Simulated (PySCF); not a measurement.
# AsH9Si3 (trisilylarsane): the cost of one run

Programs: PySCF 2.14.0, with density-fitted response routines of our own. Each step states its level of theory. These are calculated values for one molecule in the gas phase, unless marked as measured. Atoms count from 0, in the outputs and in this text.

## (1) The starting structure

13 atoms, charge 0, multiplicity 1; geometry from: GFN2-xTB. The atoms were then displaced at random by about 0.01 Å, so the start is not that level's minimum.

Bonds of the start (Å): Si0–As1 2.29, As1–Si2 2.30, As1–Si3 2.29, Si0–H4 1.48, Si0–H5 1.47, Si0–H6 1.48, Si2–H7 1.50, Si2–H8 1.47, Si2–H9 1.48, Si3–H10 1.46, Si3–H11 1.49, Si3–H12 1.48.

## (2) Geometry optimisation at PBE0-D3(BJ)/def2-SVP

What the job is given:

```
{"job": {"xc": "PBE0", "basis": "def2-SVP", "d3": "d3bj", "grid": 1, "shake": 0.01, "kind": "geom"}, "charge": 0, "multiplicity": 1}
Si    -0.734460     1.762250    -0.483490
As     0.240020    -0.220230    -1.089390
Si     1.960070    -0.187830     0.442810
Si    -1.144450    -1.643400     0.053330
H      0.086670     2.911200    -0.910180
H     -1.018320     1.956080     0.949340
H     -2.037660     1.930290    -1.171430
H      2.978800     0.849440     0.081780
H      2.677000    -1.472920     0.472150
H      1.577120     0.080100     1.852030
H     -0.651860    -3.017750     0.046730
H     -2.487660    -1.677290    -0.591090
H     -1.439450    -1.286820     1.458510
```

Run with:

```sh
$ OMP_NUM_THREADS=1 python probes_run.py task.json out
```

One launch serves the whole session: the jobs run in the order shown.

**Question.** How long does this first job take on 1 thread of Arm Neoverse V2, shared host, and how much memory does it need?

About 33 s, with a peak of 0.53 GiB.
